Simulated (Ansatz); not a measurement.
# ZrO (quintet): the correlation ladder, def2-TZVPP

The task here is to estimate one member of a computed series from the others.

Method: def2-TZVPP, core rule «outside noble gas», up to 5 orbitals frozen; program: Ansatz 0.2.0, Gaussian basis.

To be run: UHF; ROHF; CCSD(T) on UHF.

2 further runs of the same task are left out: 2 set aside as unsound or not needed.

### The system

The geometry is a PBE0/def2-TZVP stationary point (not a proven minimum) of the parent state, kept for this charge and spin. No spin-orbit coupling is included. Elements past krypton take def2 core potentials.

2 atoms, charge 0, spin multiplicity 5.

Atoms are counted from 1 here; the program's logs count them from 0.

Bond lengths: Zr1–O2 1.723 Å.

The first run:

Contents of in.yaml:

```yaml
crystal:
  periodic: [false, false, false]
  atoms:
    - {symbol: Zr, position_ang: [0.000000, 0.000000, 0.000000]}
    - {symbol: O, position_ang: [0.000000, 0.000000, 1.723000]}
basis:
  gaussian: {orbitals: def2-TZVPP}
magnetization: {spin_polarized: true, initial_magnetization: 4}
hamiltonian: {xc: hf}
output: {orbitals: {seedname: orbitals}}
```

On the command line:

```sh
$ ansatz run in.yaml --threads 1 --pin off --events-out ev --progress --plain --max-ram 4096MiB --backend cpu
```

Among the steps run: UHF; ROHF; CCSD(T) on UHF.

One of the session's tables, all rows but one given; the rest of the session is left out.

| method | from UCCSD(T) (meV) |
| --- | --- |
| ROHF | +7447.2 |
| UHF | +7216.6 |
| UMP2 | ? |
| UCCSD | +282.7 |
| UCCSD(T) | 0 |

**Question.** Estimate the row for UMP2.

As computed: from UCCSD(T) (meV): +716.1. In the column «from UCCSD(T) (meV)» it lies between UCCSD (+282.7) and UHF (+7216.6).

Limits of these values: Warnings: coupled cluster took another determinant than the lowest.
